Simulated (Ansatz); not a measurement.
# FH7OSi3: up Jacob's ladder to CCSD(T)

How much do the methods differ for FH7OSi3? The plan is to run it at one geometry with functionals of several rungs and with coupled cluster, and see how far each lands from CCSD(T) at the basis-set limit for the atomisation energy.

Program: Ansatz 0.2.0, Gaussian basis. Level of theory: functionals in def2-TZVPP, the program's frozen cores in correlated methods. These are calculated values, not measurements.

Levels to be run: PBE-D4, r2SCAN-D4, PBE0-D4, B3LYP-D4, ωB97X-V, ωB97M-V, B2PLYP; CCSD(T)/def2-TZVPP; MP2/def2-QZVPP; extrapolation to the limit.

## Step 1: The geometry

The geometry comes from an earlier relaxation with PBE0-D4 in a triple-zeta def2 set; it is a stationary point, not always the lowest conformer.

SMILES `O[SiH2][SiH2][SiH2]F`, 12 atoms, charge 0, spin multiplicity 1.

Atoms are counted from 1 here; the program's logs count them from 0.

Bond lengths: O1–Si2 1.656 Å, O1–H6 0.958 Å, Si2–Si3 2.340 Å, Si2–H7 1.491 Å, Si2–H8 1.492 Å, Si3–Si4 2.341 Å, Si3–H9 1.489 Å, Si3–H10 1.490 Å, Si4–F5 1.608 Å, Si4–H11 1.484 Å, Si4–H12 1.486 Å. Angles: Si2–O1–H6 118.0°, O1–Si2–Si3 104.5°, O1–Si2–H7 111.3°, O1–Si2–H8 111.1°, Si3–Si2–H7 112.9°, Si3–Si2–H8 110.2°, H7–Si2–H8 107.0°, Si2–Si3–Si4 106.2°, Si2–Si3–H9 111.1°, Si2–Si3–H10 109.6°, Si4–Si3–H9 110.4°, Si4–Si3–H10 110.6°, H9–Si3–H10 108.8°, Si3–Si4–F5 110.7°, Si3–Si4–H11 111.1°, Si3–Si4–H12 110.5°, F5–Si4–H11 107.6°, F5–Si4–H12 107.4° and more.

Coordinates:

```xyz
12

O     0.4739   -0.2137    2.0642
Si   -0.5360    0.9035    1.3758
Si    0.0003    0.8512   -0.9008
Si    0.4231   -1.3918   -1.4207
F     0.5840   -1.5872   -3.0087
H     0.4256   -0.3405    3.0129
H    -0.3475    2.2520    1.9844
H    -1.9665    0.5298    1.5757
H     1.1982    1.6866   -1.1898
H    -1.1482    1.3660   -1.6976
H     1.6777   -1.8610   -0.7815
H    -0.7076   -2.2501   -0.9798
```

## Step 2: PBE-D4 (GGA)

The input, in.yaml:

```yaml
crystal:
  periodic: [false, false, false]
  atoms:
    - {symbol: O, position_ang: [0.473868, -0.213669, 2.064226]}
    - {symbol: Si, position_ang: [-0.536021, 0.903531, 1.375837]}
    - {symbol: Si, position_ang: [0.000273, 0.851195, -0.900839]}
    - {symbol: Si, position_ang: [0.423090, -1.391834, -1.420729]}
    - {symbol: F, position_ang: [0.583985, -1.587227, -3.008745]}
    - {symbol: H, position_ang: [0.425648, -0.340516, 3.012904]}
    - {symbol: H, position_ang: [-0.347515, 2.252019, 1.984387]}
    - {symbol: H, position_ang: [-1.966451, 0.529811, 1.575664]}
    - {symbol: H, position_ang: [1.198187, 1.686596, -1.189814]}
    - {symbol: H, position_ang: [-1.148153, 1.365995, -1.697625]}
    - {symbol: H, position_ang: [1.677738, -1.861025, -0.781510]}
    - {symbol: H, position_ang: [-0.707550, -2.250075, -0.979757]}
basis:
  gaussian: {orbitals: def2-TZVPP}
hamiltonian: {xc: pbe, dispersion: d4}
output: {forces: true, orbitals: {seedname: orbitals}}
```

On the command line:

```console
> ansatz run in.yaml --threads 4 --pin off --events-out ev --progress --plain --max-ram 10444MiB
```

The runs that follow: r2SCAN-D4 (meta-GGA); PBE0-D4 (hybrid); B3LYP-D4 (hybrid); ωB97X-V (range-separated); ωB97M-V (range-separated); B2PLYP (double hybrid); CCSD(T) in def2-TZVPP; MP2 in def2-QZVPP.

Before running them: what should the planned runs give, taken together? Wanted: atomisation energy, CCSD(T)/CBS; farthest; mean size of error, hybrid; mean size of error, range-separated; gap, smallest and largest; T1 diagnostic; triples share of the correlation energy.

**Answer**, as computed:

```
                               quantity                                 value
        atomisation energy, CCSD(T)/CBS                        942.8 kcal/mol
functionals within 4.7 kcal/mol (0.5 %)                               ωB97X-V
                               farthest              PBE0-D4 (-18.8 kcal/mol)
             mean size of error, hybrid                         13.5 kcal/mol
    mean size of error, range-separated                          4.0 kcal/mol
              gap, smallest and largest  5.00 eV (PBE-D4), 11.22 eV (ωB97X-V)
                          T1 diagnostic                                0.0128
triples share of the correlation energy                                 3.2 %
```

What this shows: PBE-D4 misses by -9.1 kcal/mol. Double hybrids carry the basis error of their MP2 part in triple zeta, and no dispersion term here, so their miss is partly the set-up's. Misses under about 4.7 kcal/mol are within the doubt on the reference itself, which lacks core-valence correlation, relativity and higher excitations. Hartree-Fock recovers 74 % of the binding; the rest is correlation. The gap grows from 5.0 to 11.2 eV across the functionals, mostly with the share of exact exchange.
